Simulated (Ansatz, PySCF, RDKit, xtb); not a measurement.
# GeNHO: a search for the lowest isomer, part 2 of 2

Only the formula GeNHO is given. Aim: find the structure of lowest free energy at 400 K, then its properties.

xtb, Ansatz and PySCF; isolated molecules. Earlier steps stand in the parts before.

## 13. Frequencies after a tight-binding relaxation (GFN2-xTB)

start.xyz

```xyz
4
c410a
Ge     1.399562     3.046078     0.017294
N      0.286427     1.973681    -0.640400
O      2.575990     3.768151     0.861716
H     -0.313728     2.393167    -1.357228
```

On the command line:

```
$ xtb start.xyz --gfn 2 --ohess tight
```

Standard output, shortened:

```text
* xtb version 6.7.1
[...]
          :  # basis functions                  19          :
[...]
          :  # electrons                        16          :
[...]
          :  Hamiltonian                  GFN2-xTB          :
[...]
          :  net charge                          0          :
          :  unpaired electrons                  0          :
[...]
   *** convergence criteria satisfied after 15 iterations ***
[...]
   *** GEOMETRY OPTIMIZATION CONVERGED AFTER 8 ITERATIONS ***
[...]
   *** convergence criteria satisfied after 3 iterations ***
[...]
         ::                     SUMMARY                     ::
         :::::::::::::::::::::::::::::::::::::::::::::::::::::
         :: total energy              -9.397514359329 Eh    ::
         :: gradient norm              0.000174259358 Eh/a0 ::
         :: HOMO-LUMO gap              3.183367682756 eV    ::
         ::.................................................::
         :: SCC energy                -9.457446628373 Eh    ::
         :: -> isotropic ES            0.011102722076 Eh    ::
         :: -> anisotropic ES          0.005974310319 Eh    ::
         :: -> anisotropic XC          0.001598943109 Eh    ::
         :: -> dispersion             -0.001523940510 Eh    ::
         :: repulsion energy           0.059932269043 Eh    ::
         :: add. restraining           0.000000000000 Eh    ::
         :: total charge              -0.000000000000 e     ::
         :::::::::::::::::::::::::::::::::::::::::::::::::::::
[...]
         8        2.0000           -0.4265920             -11.6082 (HOMO)
         9                         -0.3096055              -8.4248 (LUMO)
[...]
     #   Z          covCN         q      C6AA      α(0)
     1  32 Ge       1.624     0.369   247.990    32.953
     2   7 N        1.697    -0.293    28.305     7.864
     3   8 O        0.785    -0.291    19.656     5.943
     4   1 H        0.863     0.215     1.030     1.590
[...]
molecular dipole:
                 x           y           z       tot (Debye)
 q only:       -0.754      -0.035      -0.696
   full:       -0.855       0.413      -0.955       3.423
molecular quadrupole (traceless):
[...]
          | TOTAL ENERGY               -9.397514359328 Eh   |
          | TOTAL ENTHALPY             -9.377651656184 Eh   |
          | TOTAL FREE ENERGY          -9.408571791192 Eh   |
          | GRADIENT NORM               0.000174417761 Eh/α |
[...]
```

It took 0.12 s on 1 thread of AMD EPYC 7R43 (Zen 3), shared host.

## 14. Electronic excitations (TD-PBE0/def2-SVPD)

An in-house driver calls PySCF's response routines at TD-PBE0/def2-SVPD; it has no typed input.

Standard output:

```text
coarse grid: 20192 points
cycle   1  E = -2206.5060006143  dE = -1.871e-01  |g| = 1.076e+00  |ddm| = 2.908e+00
cycle   2  E = -2204.4325622694  dE =  2.073e+00  |g| = 3.049e+00  |ddm| = 3.742e+00
cycle   3  E = -2206.5498238121  dE = -2.117e+00  |g| = 8.839e-01  |ddm| = 2.910e+00
cycle   4  E = -2206.7375922071  dE = -1.878e-01  |g| = 2.425e-01  |ddm| = 9.260e-01
cycle   5  E = -2206.7513773011  dE = -1.379e-02  |g| = 5.814e-02  |ddm| = 2.244e-01
cycle   6  E = -2206.7519365608  dE = -5.593e-04  |g| = 1.731e-02  |ddm| = 4.299e-02
cycle   7  E = -2206.7520006126  dE = -6.405e-05  |g| = 2.219e-03  |ddm| = 2.177e-02
cycle   8  E = -2206.7520017175  dE = -1.105e-06  |g| = 4.075e-04  |ddm| = 1.810e-03
final grid: 40616 points
cycle   9  E = -2206.7520059934  dE =  9.823e-08  |g| = 8.132e-04  |ddm| = 1.613e-03
cycle  10  E = -2206.7520053881  dE =  6.053e-07  |g| = 1.833e-03  |ddm| = 2.585e-03
cycle  11  E = -2206.7520061510  dE = -7.629e-07  |g| = 7.197e-05  |ddm| = 1.701e-03
cycle  12  E = -2206.7520061514  dE = -3.242e-10  |g| = 6.439e-05  |ddm| = 1.060e-04
cycle  13  E = -2206.7520061523  dE = -9.727e-10  |g| = 4.140e-06  |ddm| = 4.995e-05
converged SCF energy = -2206.7520061523

Static polarisability (au): isotropic 39.368, principal 30.788 30.950 56.365

Singlet excitations
state   eV       nm        f      main configurations
  1   3.5052    353.7   0.00451   H->L 0.99
  2   4.6981    263.9   0.01473   H-1->L 0.82, H->L+2 0.10
  3   5.2773    234.9   0.00424   H->L+1 0.76, H-2->L 0.23
  4   5.3965    229.7   0.03514   H-2->L 0.76, H->L+1 0.22
  5   5.5048    225.2   0.03489   H-3->L 0.74, H->L+2 0.24
  6   6.1124    202.8   0.01354   H-1->L+1 0.69, H->L+2 0.21
  7   6.3974    193.8   0.00172   H-1->L+2 0.97
  8   6.9544    178.3   0.02986   H-2->L+1 0.92

Triplet excitations (Tamm-Dancoff, eV): 2.9653 3.6323 4.5122
```

Wall time 6 s (1 thread of AMD EPYC 7R43 (Zen 3), shared host).

The roots found:

| excited state | energy (eV) | strength |
| --- | --- | --- |
| 1 | 3.505 | 0.0045 |
| 2 | 4.698 | 0.0147 |
| 3 | 5.277 | 0.0042 |
| 4 | 5.396 | 0.0351 |
| 5 | 5.505 | 0.0349 |
| 6 | 6.112 | 0.0135 |
| 7 | 6.397 | 0.0017 |
| 8 | 6.954 | 0.0299 |

## 15. NMR shieldings (GIAO PBE0/pcSseg-1)

An in-house driver calls PySCF's response routines at GIAO PBE0/pcSseg-1; it has no typed input.

Standard output:

```text
coarse grid: 20192 points
cycle   1  E = -2206.5755966281  dE = -2.155e-01  |g| = 1.403e+00  |ddm| = 2.408e+00
cycle   2  E = -2204.2942163435  dE =  2.281e+00  |g| = 3.337e+00  |ddm| = 2.902e+00
cycle   3  E = -2206.5363861331  dE = -2.242e+00  |g| = 1.173e+00  |ddm| = 2.394e+00
cycle   4  E = -2206.8453333640  dE = -3.089e-01  |g| = 3.227e-01  |ddm| = 9.390e-01
cycle   5  E = -2206.8670199007  dE = -2.169e-02  |g| = 1.407e-01  |ddm| = 3.095e-01
cycle   6  E = -2206.8707617000  dE = -3.742e-03  |g| = 2.629e-02  |ddm| = 8.631e-02
cycle   7  E = -2206.8709197463  dE = -1.580e-04  |g| = 3.843e-03  |ddm| = 1.956e-02
cycle   8  E = -2206.8709225473  dE = -2.801e-06  |g| = 7.673e-04  |ddm| = 3.082e-03
final grid: 40616 points
cycle   9  E = -2206.8709339690  dE =  4.830e-07  |g| = 1.642e-03  |ddm| = 2.072e-03
cycle  10  E = -2206.8709301708  dE =  3.798e-06  |g| = 4.323e-03  |ddm| = 4.202e-03
cycle  11  E = -2206.8709345568  dE = -4.386e-06  |g| = 6.455e-04  |ddm| = 2.920e-03
cycle  12  E = -2206.8709346377  dE = -8.093e-08  |g| = 8.975e-05  |ddm| = 4.133e-04
cycle  13  E = -2206.8709346395  dE = -1.818e-09  |g| = 9.070e-06  |ddm| = 7.096e-05
cycle  14  E = -2206.8709346395  dE = -1.000e-11  |g| = 2.814e-06  |ddm| = 6.702e-06
converged SCF energy = -2206.8709346395

GIAO shielding tensors (ppm)
atom      isotropic    diamagn.    paramagn.     s11        s22        s33       span
  0 Ge    1202.137    2759.960   -1557.824    427.528    500.541   2678.341   2250.813
  1 N      132.487     318.883    -186.396    -60.296    118.182    339.574    399.870
  2 O      -19.128     401.415    -420.543   -267.129   -186.887    396.633    663.762
  3 H       26.324      26.241       0.084     17.528     21.746     39.700     22.172
```

Wall time 5.4 s (1 thread of AMD EPYC 7R43 (Zen 3), shared host).

Isotropic shieldings, averaged over atoms that the bond graph makes equivalent (absolute, not shifts):

| atoms | shielding (ppm) |
| --- | --- |
| Ge1 | 1202.1 |
| N2 | 132.5 |
| O3 | -19.1 |
| H4 | 26.32 |

## 16. The cation at the same geometry (PBE0/def2-TZVPD)

input.yaml

```yaml
crystal:
  periodic: [false, false, false]
  atoms:
    - {symbol: Ge, position_ang: [1.399562, 3.046078, 0.017294]}
    - {symbol: N, position_ang: [0.286427, 1.973681, -0.640400]}
    - {symbol: O, position_ang: [2.575990, 3.768151, 0.861716]}
    - {symbol: H, position_ang: [-0.313728, 2.393167, -1.357228]}
basis:
  gaussian: {orbitals: def2-TZVPD}
magnetization: {spin_polarized: true, initial_magnetization: 1}
hamiltonian: {xc: pbe0}
total_charge: 1
```

On the command line:

```
$ ansatz run input.yaml --threads 1 --pin off --max-ram 2610MiB --events-out events.jsonl --progress --plain --runs-dir runs
```

Standard output:

```text
Warning: RAYON_NUM_THREADS=1 ignored (pool sized by the plan → 1); use --threads N
[... 2 set-up lines as earlier in the session ...]
  parameter a = 0.25
  parameter kappa = 0.804
  parameter beta = 0.06672455060314922
  exchange = (1 - a)*pbe_x(kappa = kappa, mu = beta*pi^2/3) + a*exact_x
  correlation = pbe_c(beta = beta)
840 factors; their error is unknown
mean field evaluation 1: about -60026.8868 eV, gradient 7.8e1 eV
mean field evaluation 2: about -59877.1674 eV, gradient 1.5e2 eV
mean field evaluation 4: about -60047.2147 eV, gradient 2.2e1 eV
mean field evaluation 8: about -60049.3945 eV, gradient 7.3e-1 eV
mean field evaluation 16: about -60049.6456 eV, gradient 1.0e-3 eV
mean field evaluation 32: about -60049.4762 eV, gradient 4.0e0 eV
mean field -60049.64557457 eV, -2206.7837717539 hartree, gradient 2.3e-5 eV, S^2 0.786718; 3 other end points of the search recorded, 0 dependent functions left out
reference -60049.64559946 eV, -2206.7837726683 hartree; 24, 23 occupied and 116, 117 virtual orbitals, 840 factors
Total energy: -60049.64559946 eV, -2206.7837726683 hartree
```

It took 11 s on 1 thread of AMD EPYC 7R43 (Zen 3), shared host.

Difference from the parent: 10.38 eV.

## 17. The anion at the same geometry (PBE0/def2-TZVPD)

input.yaml, as its differences from that of step 16:

```diff
@@ -9,4 +9,5 @@
   gaussian: {orbitals: def2-TZVPD}
+total_charge: -1
 magnetization: {spin_polarized: true, initial_magnetization: 1}
-hamiltonian: {xc: pbe0}
-total_charge: 1
+hamiltonian: {xc: {name: PBE0}}
+scf: {lower_state_search: off}
```

On the command line:

```
$ ansatz run input.yaml --threads 1 --pin off --max-ram 2610MiB --events-out events.jsonl --progress --plain --runs-dir runs
```

Standard output, shortened:

```text
Warning: RAYON_NUM_THREADS=1 ignored (pool sized by the plan → 1); use --threads N
[... 2 set-up lines as earlier in the session ...]
[...]
840 factors; their error is unknown
[...]
mean field -60060.91253661 eV, -2207.1978249717 hartree, gradient 8.6e-6 eV, S^2 0.754360; 0 other end points of the search recorded, 0 dependent functions left out
reference -60060.91256667 eV, -2207.1978260764 hartree; 25, 24 occupied and 115, 116 virtual orbitals, 840 factors
Total energy: -60060.91256667 eV, -2207.1978260764 hartree
Checks for a lower state left out: stability, starts, cluster_reference, orbital_swaps, neighbouring_geometries, increment
```

Wall time 5.7 s (1 thread of AMD EPYC 7R43 (Zen 3), shared host).

Parent less the species with the added electron: 0.88 eV.

## 18. The triplet at the same geometry (PBE0/def2-TZVPD)

input.yaml

```yaml
basis:
  gaussian: {orbitals: def2-TZVPD}
crystal:
  periodic: [false, false, false]
  atoms:
    - {symbol: Ge, position_ang: [1.399562, 3.046078, 0.017294]}
    - {symbol: "N", position_ang: [0.286427, 1.973681, -0.640400]}
    - {symbol: O, position_ang: [2.575990, 3.768151, 0.861716]}
    - {symbol: H, position_ang: [-0.313728, 2.393167, -1.357228]}
magnetization: {spin_polarized: true, initial_magnetization: 2}
hamiltonian: {xc: {name: PBE0}}
```

On the command line:

```
$ ansatz run input.yaml --threads 1 --pin off --max-ram 2610MiB --events-out events.jsonl --progress --plain --runs-dir runs
```

Standard output, shortened:

```text
Warning: RAYON_NUM_THREADS=1 ignored (pool sized by the plan → 1); use --threads N
[... 7 set-up lines as earlier in the session ...]
840 factors; their error is unknown
mean field evaluation 1: about -60046.7797 eV, gradient 5.2e1 eV
mean field evaluation 2: about -59955.5544 eV, gradient 1.3e2 eV
mean field evaluation 4: about -60056.5469 eV, gradient 9.2e0 eV
mean field evaluation 8: about -60056.9291 eV, gradient 3.4e-1 eV
mean field evaluation 16: about -60057.1681 eV, gradient 2.2e-3 eV
mean field evaluation 32: about -60056.5973 eV, gradient 5.1e0 eV
mean field -60057.16804990 eV, -2207.0602176234 hartree, gradient 3.6e-5 eV, S^2 2.027034; 3 other end points of the search recorded, 0 dependent functions left out
reference -60057.16808985 eV, -2207.0602190912 hartree; 25, 23 occupied and 115, 117 virtual orbitals, 840 factors
Total energy: -60057.16808985 eV, -2207.0602190912 hartree
```

It took 14 s on 1 thread of AMD EPYC 7R43 (Zen 3), shared host.

It lies 2.86 eV above the singlet.

## 19. Stability of the closed-shell solution (PBE0/def2-SVP)

input.py

```python
from pyscf import gto, dft

mol = gto.M(
    atom='''
Ge     1.399562     3.046078     0.017294
N      0.286427     1.973681    -0.640400
O      2.575990     3.768151     0.861716
H     -0.313728     2.393167    -1.357228
''',
    verbose=3,
    max_memory=1860,
    spin=0,
    charge=0,
    basis='def2-svp',
)

mf = dft.RKS(mol)
mf.xc = 'pbe0'
mf = mf.density_fit(auxbasis='def2-universal-jkfit')
mf.grids.level = 3
mf.max_cycle = 100
mf.kernel()
if not mf.converged:
    mf = mf.newton().run(mf.mo_coeff, mf.mo_occ)

energy = mf.e_tot
print('E = %.10f Eh' % energy)
mo_i, mo_e, stable_i, stable_e = mf.stability(internal=True, external=True, return_status=True)
print('stable: internal', stable_i, 'external', stable_e)
```

On the command line:

```
$ OMP_NUM_THREADS=1 python input.py
```

Standard output:

```text
converged SCF energy = -2206.73219256697
E = -2206.7321925670 Eh
<class 'pyscf.df.df_jk.DFRKS'> wavefunction is stable in the internal stability analysis
<class 'pyscf.df.df_jk.DFRKS'> wavefunction is stable in the real -> complex stability analysis
<class 'pyscf.df.df_jk.DFRKS'> wavefunction is stable in the RHF/RKS -> UHF/UKS stability analysis
stable: internal True external True
```

Run time: 28 s. Hardware: 1 thread of AMD EPYC 7R43 (Zen 3), shared host.

## 20. What came out

What follows sums up all 2 parts.

| quantity | value |
| --- | --- |
| lowest structure found | [NH]=[Ge]=[O], singlet, Cs |
| next finalist | [NH]1[O][Ge]1 ‡, singlet, 9.9 kcal/mol higher in G |
| share at equilibrium, among the finalists | 100.0 % |
| funnel | 15 starts, 8 minima at GFN2-xTB, 7 screening runs, 3 relaxed, 3 ranked |
| CPU time of all runs | 4.2 min |
| harmonic wavenumbers, lowest and highest (PBE0-D3(BJ)/def2-SVP) | 198 and 3559 cm⁻¹ |
| rotational constants, same geometry | 12.56, 0.1981, 0.195 cm⁻¹ |
| dipole moment (PBE0/def2-TZVPD) | 2.42 D |
| HOMO energy (PBE0/def2-TZVPD) | -8.18 eV |
| LUMO energy (PBE0/def2-TZVPD) | -2.78 eV |
| HOMO–LUMO gap (PBE0/def2-TZVPD) | 5.40 eV |
| lowest excitation (TD-PBE0/def2-SVPD) | 3.51 eV (f = 0.005) |
| strongest of the states computed, same level | 5.40 eV (f = 0.035) |
| lowest triplet excitation, same level, Tamm-Dancoff | 2.97 eV |
| vertical ionisation energy | 10.38 eV |
| vertical electron affinity | 0.88 eV |
| vertical triplet less singlet | +2.86 eV |

What this shows: The lowest structure found is `[NH]=[Ge]=[O]`. The margin of 9.9 kcal/mol over the next finalist is beyond the usual error of the last level; it says nothing of structures that weren't ranked. r2SCAN-D4/def2-SVP, PBE0-D3(BJ)/def2-SVP, HF/def2-TZVPP and MP2/def2-TZVPP already put its bonding pattern lowest among the structures in one piece; GFN2-xTB and HF/STO-3G favour the singlet [NH]1[O][Ge]1 ‡. The largest share of the time went into the vibrations (25 %). A large T1 diagnostic among the finalists warns that one reference determinant may not suffice. It concerns: the winner; the finalist [NH]1[O][Ge]1 ‡ (singlet); the finalist [OH][N][Ge] ‡ (singlet). The search is not exhaustive (a finite list of starts, one conformer a finalist), so a lower isomer can't be ruled out.

‡ marks the bonded skeleton alone, with all bonds drawn single: no Lewis structure was assigned that passes a check against the bond lengths.
